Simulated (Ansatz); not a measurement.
# C6H6O2: small, medium and large basis sets

Aim: see how fast density functionals converge with the basis set for C6H6O2.

The runs use Ansatz 0.2.0, Gaussian basis; one geometry, several basis sets.

Levels to be run: PBE0-D4/def2-SVP; ωB97M-V/def2-SVP; PBE0-D4/def2-QZVPP; ωB97M-V/def2-QZVPP; the functionals' def2-TZVPP values are taken from earlier runs.

## Step 1: Structure used throughout

All runs share one geometry, relaxed beforehand with PBE0-D4 in a triple-zeta def2 set.

SMILES `Oc1ccc(O)cc1`, 14 atoms, charge 0, spin multiplicity 1.

Atoms are counted from 1 here; the program's logs count them from 0.

Bond lengths: O1–C2 1.361 Å, O1–H9 0.961 Å, C2–C3 1.387 Å, C2–C8 1.389 Å, C3–C4 1.385 Å, C3–H10 1.083 Å, C4–C5 1.389 Å, C4–H11 1.086 Å, C5–O6 1.361 Å, C5–C7 1.387 Å, O6–H12 0.961 Å, C7–C8 1.385 Å, C7–H13 1.083 Å, C8–H14 1.086 Å. Angles: C2–O1–H9 109.1°, O1–C2–C3 117.9°, O1–C2–C8 122.8°, C3–C2–C8 119.3°, C2–C3–C4 120.1°, C2–C3–H10 119.1°, C4–C3–H10 120.7°, C3–C4–C5 120.6°, C3–C4–H11 119.5°, C5–C4–H11 119.9°, C4–C5–O6 122.8°, C4–C5–C7 119.3°, O6–C5–C7 117.9°, C5–O6–H12 109.1°, C5–C7–C8 120.1°, C5–C7–H13 119.1°, C8–C7–H13 120.7°, C2–C8–C7 120.6° and more.

## Step 2: PBE0-D4 in def2-SVP

in.yaml

```yaml
crystal:
  periodic: [false, false, false]
  atoms:
    - {symbol: O, position_ang: [1.368999, -1.047925, 2.150683]}
    - {symbol: C, position_ang: [0.674832, -0.553285, 1.089161]}
    - {symbol: C, position_ang: [1.085273, 0.658761, 0.554469]}
    - {symbol: C, position_ang: [0.412536, 1.205056, -0.525933]}
    - {symbol: C, position_ang: [-0.676664, 0.549105, -1.085086]}
    - {symbol: O, position_ang: [-1.370876, 1.043782, -2.146561]}
    - {symbol: C, position_ang: [-1.087080, -0.662961, -0.550420]}
    - {symbol: C, position_ang: [-0.414338, -1.209259, 0.529978]}
    - {symbol: H, position_ang: [0.981156, -1.885052, 2.418101]}
    - {symbol: H, position_ang: [1.934963, 1.167944, 0.992654]}
    - {symbol: H, position_ang: [0.742765, 2.154856, -0.936541]}
    - {symbol: H, position_ang: [-0.983150, 1.881001, -2.413859]}
    - {symbol: H, position_ang: [-1.936770, -1.172145, -0.988603]}
    - {symbol: H, position_ang: [-0.744543, -2.159079, 0.940559]}
basis:
  gaussian: {orbitals: def2-SVP}
hamiltonian: {xc: pbe0, dispersion: d4}
output: {orbitals: {seedname: orbitals}}
```

Run with:

```
> ansatz run in.yaml --threads 2 --pin off --events-out ev --progress --plain --max-ram 22528MiB --backend cpu
```

The runs that follow: ωB97M-V in def2-SVP; PBE0-D4 in def2-QZVPP; ωB97M-V in def2-QZVPP.

**Question.** What will the summary of the whole plan be? Wanted: PBE0-D4: double and triple zeta above quadruple; ωB97M-V: double and triple zeta above quadruple.

As calculated:

| quantity | value |
| --- | --- |
| PBE0-D4: double and triple zeta above quadruple | 12.22, 0.55 eV |
| ωB97M-V: double and triple zeta above quadruple | 12.57, 0.52 eV |

What this shows: For PBE0-D4 the step from double to triple zeta gains 11.66 eV and the next only 0.55 eV. These are total energies; as a rule much of such shifts cancels in differences, which this series doesn't test.
